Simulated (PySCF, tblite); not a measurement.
# C4H13NSi, a small molecule taken as a stand-in for a surface group (carbon-backed Si): NMR shifts, core binding energies and electronic excitations, part 2 of 2

tblite 0.8.0 and PySCF 2.14.0. Atoms count from 0, parts from 1. Earlier steps stand in the parts before.

## (5) Core holes by ΔSCF: SCAN, X2C

Job settings and geometry (Å):

```
{"job": {"kind": "xps", "holes": 5}, "charge": 0, "multiplicity": 1}
C      1.889644    -0.242967    -0.402706
Si     0.044148    -0.405053    -0.045029
C     -0.633834    -1.911699    -0.937365
C     -0.177838    -0.563973     1.815217
N     -0.885801     0.957370    -0.606998
C     -0.738974     2.308690    -0.130111
H      2.305057     0.667726     0.058703
H      2.451670    -1.102385    -0.001146
H      2.085288    -0.188357    -1.485531
H     -0.518234    -1.814274    -2.029268
H     -0.098278    -2.823853    -0.630816
H     -1.703941    -2.053239    -0.720298
H      0.232484     0.308033     2.349391
H     -1.242495    -0.654758     2.080297
H      0.350518    -1.453903     2.193402
H     -1.248008     0.901213    -1.552313
H     -1.683407     2.874867    -0.210685
H      0.042496     2.898923    -0.651127
H     -0.472032     2.304600     0.938878
```

Level: delta-SCF UKS SCAN, pcX-2 on the ionised atom, pcseg-1 elsewhere, spin-free X2C.

Standard output:

```text
ground state, core basis on atom 0 (C), 184 functions
  cycle   1  E = -504.88055845  |g| = 7.61e-01
  cycle   2  E = -504.76451543  |g| = 9.96e-01
  cycle   3  E = -505.02831152  |g| = 9.88e-02
  cycle   4  E = -505.03022266  |g| = 4.30e-02
  cycle   5  E = -505.03064845  |g| = 8.57e-03
  cycle   6  E = -505.03066478  |g| = 3.48e-03
  cycle   7  E = -505.03066763  |g| = 1.00e-03
  cycle   8  E = -505.03066959  |g| = 3.39e-04
  E(ground) = -505.07487334 Eh
hole in C 1s of atom 0
  cycle   1  E = -493.81850579  |g| = 1.50e+00
  cycle   2  E = -493.19945764  |g| = 1.76e+00
  cycle   3  E = -494.33129675  |g| = 3.61e-01
  cycle   4  E = -494.36219603  |g| = 2.33e-01
  cycle   5  E = -494.38708490  |g| = 5.16e-02
  cycle   6  E = -494.38807156  |g| = 1.72e-02
  cycle   7  E = -494.38821581  |g| = 5.71e-03
  cycle   8  E = -494.38823654  |g| = 1.47e-03
  cycle   9  E = -494.38823938  |g| = 7.21e-04
  cycle  10  E = -494.38823795  |g| = 2.99e-04
  E(ion) = -494.43110350 Eh   <S^2> = 0.7671   hole on atom = 1.000   binding energy = 289.632 eV
ground state, core basis on atom 1 (Si), 195 functions
  cycle   1  E = -505.13296556  |g| = 2.88e-01
  cycle   2  E = -505.13298950  |g| = 4.60e-02
  cycle   3  E = -505.13294246  |g| = 3.91e-02
  cycle   4  E = -505.13324681  |g| = 6.89e-03
  cycle   5  E = -505.13326066  |g| = 9.30e-04
  cycle   6  E = -505.13326076  |g| = 1.08e-04
  E(ground) = -505.13594189 Eh
hole in Si 2p of atom 1
  cycle   1  E = -500.88982868  |g| = 1.25e+00
  cycle   2  E = -500.66912356  |g| = 1.21e+00
  cycle   3  E = -501.17135956  |g| = 2.96e-01
  cycle   4  E = -501.21752681  |g| = 8.79e-02
  cycle   5  E = -501.21937119  |g| = 6.00e-02
  cycle   6  E = -501.22114153  |g| = 7.15e-03
  cycle   7  E = -501.22115820  |g| = 4.08e-03
  cycle   8  E = -501.22116719  |g| = 4.18e-04
  E(ion) = -501.23498740 Eh   <S^2> = 0.7516   hole on atom = 1.003   binding energy = 106.150 eV
  2p3/2 = 105.922 eV   2p1/2 = 106.546 eV
ground state, core basis on atom 2 (C), 184 functions
  cycle   1  E = -505.03061685  |g| = 6.19e-02
  cycle   2  E = -505.03057866  |g| = 2.97e-02
  cycle   3  E = -505.03071027  |g| = 2.00e-02
  cycle   4  E = -505.03081020  |g| = 3.85e-03
  cycle   5  E = -505.03081092  |g| = 5.23e-04
  cycle   6  E = -505.03081321  |g| = 2.46e-04
  E(ground) = -505.07501597 Eh
hole in C 1s of atom 2
  cycle   1  E = -493.81381633  |g| = 1.50e+00
  cycle   2  E = -493.18539645  |g| = 1.76e+00
  cycle   3  E = -494.33096787  |g| = 3.43e-01
  cycle   4  E = -494.36429667  |g| = 1.92e-01
  cycle   5  E = -494.38069797  |g| = 5.44e-02
  cycle   6  E = -494.38179440  |g| = 1.85e-02
  cycle   7  E = -494.38195973  |g| = 6.06e-03
  cycle   8  E = -494.38198381  |g| = 1.34e-03
  cycle   9  E = -494.38198567  |g| = 7.29e-04
  cycle  10  E = -494.38198621  |g| = 3.23e-04
  E(ion) = -494.42525297 Eh   <S^2> = 0.7670   hole on atom = 1.000   binding energy = 289.795 eV
ground state, core basis on atom 3 (C), 184 functions
  cycle   1  E = -505.03082519  |g| = 5.78e-02
  cycle   2  E = -505.03074501  |g| = 2.50e-02
  cycle   3  E = -505.03076989  |g| = 2.32e-02
  cycle   4  E = -505.03091344  |g| = 1.03e-03
  cycle   5  E = -505.03091258  |g| = 1.95e-04
  E(ground) = -505.07494816 Eh
hole in C 1s of atom 3
  cycle   1  E = -493.81628504  |g| = 1.50e+00
  cycle   2  E = -493.23582132  |g| = 1.74e+00
  cycle   3  E = -494.33959246  |g| = 3.27e-01
  cycle   4  E = -494.37272580  |g| = 1.59e-01
  cycle   5  E = -494.38386214  |g| = 5.04e-02
  cycle   6  E = -494.38480607  |g| = 1.64e-02
  cycle   7  E = -494.38493075  |g| = 6.03e-03
  cycle   8  E = -494.38495480  |g| = 1.34e-03
  cycle   9  E = -494.38495687  |g| = 7.17e-04
  cycle  10  E = -494.38495685  |g| = 3.23e-04
  E(ion) = -494.42817515 Eh   <S^2> = 0.7668   hole on atom = 1.000   binding energy = 289.713 eV
ground state, core basis on atom 4 (N), 184 functions
  cycle   1  E = -505.04498532  |g| = 7.35e-02
  cycle   2  E = -505.04492337  |g| = 2.52e-02
  cycle   3  E = -505.04485450  |g| = 3.08e-02
  cycle   4  E = -505.04506848  |g| = 3.47e-03
  cycle   5  E = -505.04507026  |g| = 5.71e-04
  cycle   6  E = -505.04507161  |g| = 9.37e-05
  E(ground) = -505.08761104 Eh
hole in N 1s of atom 4
  cycle   1  E = -489.49271503  |g| = 1.87e+00
  cycle   2  E = -488.80707352  |g| = 2.10e+00
  cycle   3  E = -490.14784276  |g| = 3.92e-01
  cycle   4  E = -490.19598625  |g| = 1.15e-01
  cycle   5  E = -490.20216202  |g| = 4.12e-02
  cycle   6  E = -490.20305714  |g| = 6.99e-03
  cycle   7  E = -490.20308073  |g| = 2.82e-03
  cycle   8  E = -490.20308675  |g| = 1.11e-03
  cycle   9  E = -490.20308694  |g| = 4.93e-04
  E(ion) = -490.24495952 Eh   <S^2> = 0.7652   hole on atom = 1.000   binding energy = 403.889 eV
```

Run time: 71 s. Hardware: 1 thread of Arm Neoverse V1, shared host; peak memory 0.74 GiB.

The holes in one table. −ε is the ground-state orbital energy:

```
       hole  stands for                  environment  ΔSCF (eV; 2p as the shell's mean)  −ε (eV)   ⟨S²⟩
  C1s on C0          C0     carbon bonded to Si, 3 H                             289.63    272.7  0.767
Si2p on Si1         Si1     silicon bonded to 3 C, N                             106.13     95.5  0.752
  C1s on C2          C2     carbon bonded to Si, 3 H                             289.79    272.9  0.767
  C1s on C3          C3     carbon bonded to Si, 3 H                             289.71    272.8  0.767
  N1s on N4          N4  nitrogen bonded to C, Si, H                             403.89    385.1  0.765
```

With the spin-orbit splitting: Si1 2p3/2 105.92, 2p1/2 106.55 eV. The table gives each 2p level as the mean over the whole 2p shell (two parts 2p3/2, one part 2p1/2), which differs a little from the single hole in the log.

## (6) Excited states and response: CAM-B3LYP/def2-SVPD

Same as in step 5 but for these lines:

```diff
@@ -1,2 +1,2 @@
-{"job": {"kind": "xps", "holes": 5}, "charge": 0, "multiplicity": 1}
+{"job": {"kind": "uv", "xc": "CAM-B3LYP", "basis": "def2-SVPD", "nstates": 6, "ntriplets": 2, "ip": true}, "charge": 0, "multiplicity": 1}
 C      1.889644    -0.242967    -0.402706
```

Level: TDDFT CAM-B3LYP/def2-SVPD, vertical, gas phase, core orbitals frozen in the response.

Standard output:

```text
coarse grid: 15096 points
cycle   1  E = -504.0578936628  dE =  2.638e-01  |g| = 4.897e-01  |ddm| = 5.829e+00
cycle   2  E = -504.0690722462  dE = -1.118e-02  |g| = 4.598e-01  |ddm| = 1.289e+00
cycle   3  E = -504.1178038572  dE = -4.873e-02  |g| = 5.442e-02  |ddm| = 6.030e-01
cycle   4  E = -504.1183079534  dE = -5.041e-04  |g| = 2.841e-02  |ddm| = 1.113e-01
cycle   5  E = -504.1184972745  dE = -1.893e-04  |g| = 2.458e-03  |ddm| = 3.520e-02
cycle   6  E = -504.1184989958  dE = -1.721e-06  |g| = 6.384e-04  |ddm| = 1.050e-02
final grid: 137592 points
cycle   7  E = -504.1934585007  dE = -3.115e-05  |g| = 3.502e-03  |ddm| = 6.921e-02
cycle   8  E = -504.1934593047  dE = -8.039e-07  |g| = 3.153e-03  |ddm| = 1.253e-02
cycle   9  E = -504.1934617877  dE = -2.483e-06  |g| = 2.217e-04  |ddm| = 4.207e-03
cycle  10  E = -504.1934617939  dE = -6.202e-09  |g| = 1.822e-04  |ddm| = 7.412e-04
cycle  11  E = -504.1934618011  dE = -7.176e-09  |g| = 1.434e-05  |ddm| = 2.357e-04
cycle  12  E = -504.1934618012  dE = -8.072e-11  |g| = 4.898e-06  |ddm| = 7.188e-05
converged SCF energy = -504.1934618012

Static polarisability (au): isotropic 83.853, principal 81.140 81.738 88.681

Singlet excitations
state   eV       nm        f      main configurations
  1   5.8609    211.5   0.00830   H->L 0.76, H->L+2 0.15
  2   6.7997    182.3   0.00621   H->L+1 0.60, H->L+2 0.24, H->L+4 0.08
  3   7.0048    177.0   0.02008   H->L+2 0.35, H->L+1 0.29, H->L 0.19
  4   7.3956    167.6   0.03569   H->L+3 0.77, H->L+2 0.09
  5   7.7553    159.9   0.02882   H->L+4 0.59, H->L+10 0.09
  6   8.0736    153.6   0.05519   H-1->L 0.31, H->L+8 0.23, H->L+11 0.13

Triplet excitations (Tamm-Dancoff, eV): 5.6557 6.6268
Vertical ionisation energy (delta-SCF) = 8.4659 eV
```

Wall time 1.7 min (1 thread of Arm Neoverse V1, shared host); peak memory 1.2 GiB.

Frontier orbitals and where they lie:

```
orbital      eV                       atoms
 HOMO−3  -10.84  N4 27 %, C5 16 %, Si1 12 %
 HOMO−2   -9.91  C0 25 %, C3 19 %, Si1 19 %
 HOMO−1   -9.82  C2 32 %, Si1 20 %, C3 18 %
   HOMO   -7.76    N4 56 %, C5 11 %, C0 7 %
   LUMO    1.12   Si1 18 %, C5 10 %, C2 8 %
 LUMO+1    1.85   C5 20 %, C2 14 %, H16 9 %
 LUMO+2    2.05  C3 18 %, H15 17 %, H12 9 %
```

With each of the 6 states as a Gaussian band of 0.4 eV half-width at 1/e, the curve within the window shown has maxima at 211 nm (ε 340), 157 nm (ε 3,200) L/(mol cm). Beyond the last state computed it falls off for lack of states. The curve at chosen wavelengths:

```csv
nm,ε (L/mol/cm)
148,1384
151,2347
155,3119
158,3140
162,2845
165,2617
169,2324
172,2072
176,1693
179,1385
183,963
186,674
190,381
193,251
197,190
200,206
204,265
207,309
211,337
214,327
218,277
221,226
225,155
228,109
232,63
235,39
```

Further results of this job:

```
           property  computed
  dipole moment (D)      0.51
polarisability (Å³)     12.43
 HOMO–LUMO gap (eV)      8.88
      −ε(HOMO) (eV)      7.76
```

## (7) Outcome

The summary covers parts 1 to 2.

| quantity | value |
| --- | --- |
| point group | C1 |
| rotational constants (main isotopes) | 3.04, 1.94, 1.90 GHz |
| 13C shifts against TMS (PBE0/pcSseg-1) | 29.7, 0.5, -1.0, -2.0 ppm |
| 1H shifts against TMS (PBE0/pcSseg-1) | 2.64, 2.62, 2.36, 0.44, 0.25, 0.08, -0.04, -0.07, -0.12, -0.20, -0.20, -0.20, -0.56 ppm |
| 29Si shifts against TMS (PBE0/pcSseg-1) | 3.9 ppm |
| 15N shifts against NH3 (PBE0/pcSseg-1) | 23.9 ppm |
| surface potential, 1st and 99th percentile | -1.06 V and 1.16 V |
| C1s binding energies, SCAN/pcX-2 (standing for 3 of 4 atoms) | C2 289.79, C3 289.71, C0 289.63 eV |
| Si2p binding energies, SCAN/pcX-2 | Si1 106.13 eV |
| N1s binding energies, SCAN/pcX-2 | N4 403.89 eV |
| lowest singlet (CAM-B3LYP/def2-SVPD) | 5.86 eV (212 nm), f = 0.008 |
| brightest single state of those computed | state 6, 8.07 eV, f = 0.055 |
| lowest triplet | 5.66 eV |
| vertical ionisation energy (ΔSCF) | 8.47 eV |

What this shows: Over 9 steps the energy fell by 0.268 eV; of the close pairs, C0–Si1 changed most, 1.937 to 1.887 Å (PBE0/def2-SVP). No frequency check was run at this level, so the end point may be a saddle. At PBE0/pcSseg-1: The largest span, 65 ppm, is at N4, where the paramagnetic term is -83 ppm. C2 (carbon bonded to Si, 3 H) binds its C1s electron 0.16 eV more tightly than C0 (carbon bonded to Si, 3 H). Only 3 of the 4 C atoms are covered by sound results. The lowest singlet, at 5.86 eV, is HOMO→LUMO 0.76, HOMO→LUMO+2 0.15 and is weak; of the 6 states computed, the strongest absorption comes from state 6 at 8.07 eV (the last computed, so partners may be missing). The lowest triplet lies 0.21 eV below the lowest singlet (triplets in Tamm-Dancoff, singlets in full TDDFT). At CAM-B3LYP/def2-SVPD, the highest states lie near or above the ionisation energy, where they hang on the basis. ΔSCF puts the ionisation energy at 8.47 eV, 0.71 eV above −ε(HOMO). A capped cluster stands for the solid here, so long-range fields and strain are missing, and bands or shifts of the capping hydrogens have no counterpart in it.
